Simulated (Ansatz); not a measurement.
# Be3B2Se: the cost of one run

Computed with Ansatz 0.2.0 (DFT PBE, scalar-relativistic, plane waves, PAW, unless a step's input says otherwise).

## 1. The system as given

It takes space group P6/mmm (No. 191, hexagonal). The conventional cell has a = 3.793 Å, b = 3.793 Å, c = 5.373 Å, α = 90.00°, β = 90.00°, γ = 120.00°. Be (site symmetry -6m2) has 6 Be at 2.19 Å as nearest neighbours. Be (site symmetry 6/mmm) is surrounded by 6 Be at 2.19 Å and 2 Se at 2.69 Å. B (site symmetry -6m2) is surrounded by 3 B at 2.19 Å and 3 Se at 2.19 Å. Around Se (site symmetry 6/mmm) lie 6 B at 2.19 Å and 2 Be at 2.69 Å.

Coordinates:

```
CELL_PARAMETERS angstrom
3.79325 0.00000 0.00000
-1.89662 3.28505 0.00000
0.00000 0.00000 5.37345
ATOMIC_POSITIONS crystal
Be 0.33333 0.66667 0.50000
Be 0.66667 0.33333 0.50000
Be 0.00000 0.00000 0.50000
B 0.33333 0.66667 0.00000
B 0.66667 0.33333 0.00000
Se 0.00000 0.00000 0.00000
```

The cell is invented: random cell by space group and Wyckoff sites (P6/mmm, No. 191). The dimensions are guesses.

## 2. Probe: one point on a coarse mesh

input.yaml reads:

```yaml
crystal:
  lattice:
    - [3.79324652, 0.0, 0.0]
    - [-1.89662326, 3.28504785, 0.0]
    - [0.0, 0.0, 5.37344723]
  atoms:
    - { symbol: Be, position: [0.33333333, 0.66666667, 0.5] }
    - { symbol: Be, position: [0.66666667, 0.33333333, 0.5] }
    - { symbol: Be, position: [0.0, 0.0, 0.5] }
    - { symbol: B, position: [0.33333333, 0.66666667, 0.0] }
    - { symbol: B, position: [0.66666667, 0.33333333, 0.0] }
    - { symbol: Se, position: [0.0, 0.0, 0.0] }
basis:
  ecutwfc: 420
kpoints:
  mp_grid: { grid: [6, 6, 4] }
hamiltonian:
  xc: pbe
scf:
  occupations: { method: gaussian, width: 0.1 }
  lower_state_search: "off"
output:
  forces: true
  stress: true
  eigenvalues: true
```

Command:

```bash
$ ansatz run input.yaml --threads 1 --pin off --max-ram 2048MiB --backend cpu --events-out ev --progress --plain --runs-dir out
```

What time and memory should one allow on 1 thread of Arm Neoverse V2, shared host?

About 1.6 s, with a peak of 0.32 GiB.
